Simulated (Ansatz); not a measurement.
# C2H8BNO: the cost of one run

All numbers below are computed with Ansatz 0.2.0 (RKS PBE/6-31G*).

## Step 1: The system as given

Bond lengths: C1–B2 1.548 Å, B2–O3 1.434 Å, B2–C4 1.622 Å, C4–N5 1.444 Å, C1–H6 1.170 Å, C1–H7 1.120 Å, C1–H8 1.056 Å, O3–H9 1.056 Å, C4–H10 1.039 Å, C4–H11 1.154 Å, N5–H12 1.034 Å, N5–H13 1.104 Å. Angles (14 of 19 angles, heavy atoms first): C1–B2–O3 117.5°, C1–B2–C4 124.8°, O3–B2–C4 117.8°, B2–C4–N5 109.8°, B2–C1–H6 109.5°, B2–C1–H7 109.4°, B2–C1–H8 113.0°, B2–O3–H9 105.2°, B2–C4–H10 109.8°, B2–C4–H11 104.3°, N5–C4–H10 113.5°, N5–C4–H11 107.1°, C4–N5–H12 108.3°, C4–N5–H13 112.2°.

Structure file:

```xyz
13

C    -1.1736   -0.6921    0.9648
B     0.2098   -0.6956    0.2695
O     1.1993   -1.6044    0.7704
C     0.6052    0.2225   -1.0078
N     0.4603    1.6186   -0.6700
H    -1.4194    0.3887    1.3408
H    -1.9703   -0.9107    0.2087
H    -1.2236   -1.3535    1.7868
H     1.7306   -1.0590    1.5015
H     1.5577   -0.0263   -1.3388
H    -0.2024   -0.0217   -1.7946
H     0.8450    2.1818   -1.4469
H    -0.5983    1.9168   -0.5697
```

## Step 2: Relaxing end A

input.yaml reads:

```yaml
crystal:
  periodic: [false, false, false]
  atoms:
    - { symbol: C, position_ang: [-1.1736, -0.6921, 0.9648] }
    - { symbol: B, position_ang: [0.2098, -0.6956, 0.2695] }
    - { symbol: O, position_ang: [1.1993, -1.6044, 0.7704] }
    - { symbol: C, position_ang: [0.6052, 0.2225, -1.0078] }
    - { symbol: "N", position_ang: [0.4603, 1.6186, -0.67] }
    - { symbol: H, position_ang: [-1.4194, 0.3887, 1.3408] }
    - { symbol: H, position_ang: [-1.9703, -0.9107, 0.2087] }
    - { symbol: H, position_ang: [-1.2236, -1.3535, 1.7868] }
    - { symbol: H, position_ang: [1.7306, -1.059, 1.5015] }
    - { symbol: H, position_ang: [1.5577, -0.0263, -1.3388] }
    - { symbol: H, position_ang: [-0.2024, -0.0217, -1.7946] }
    - { symbol: H, position_ang: [0.845, 2.1818, -1.4469] }
    - { symbol: H, position_ang: [-0.5983, 1.9168, -0.5697] }
basis:
  gaussian: { orbitals: "6-31G*" }
hamiltonian:
  xc: pbe
relax:
  f_tol: 0.02
  max_steps: 50
output:
  orbitals: {}
```

On the command line:

```bash
$ ansatz run input.yaml --threads 2 --pin off --max-ram 3072MiB --backend cpu --events-out ev --progress --plain --runs-dir out
```

What time and memory should one allow on 2 threads of Intel Xeon 6975P-C (Granite Rapids), shared host?

About 42 s, with a peak of 0.17 GiB.
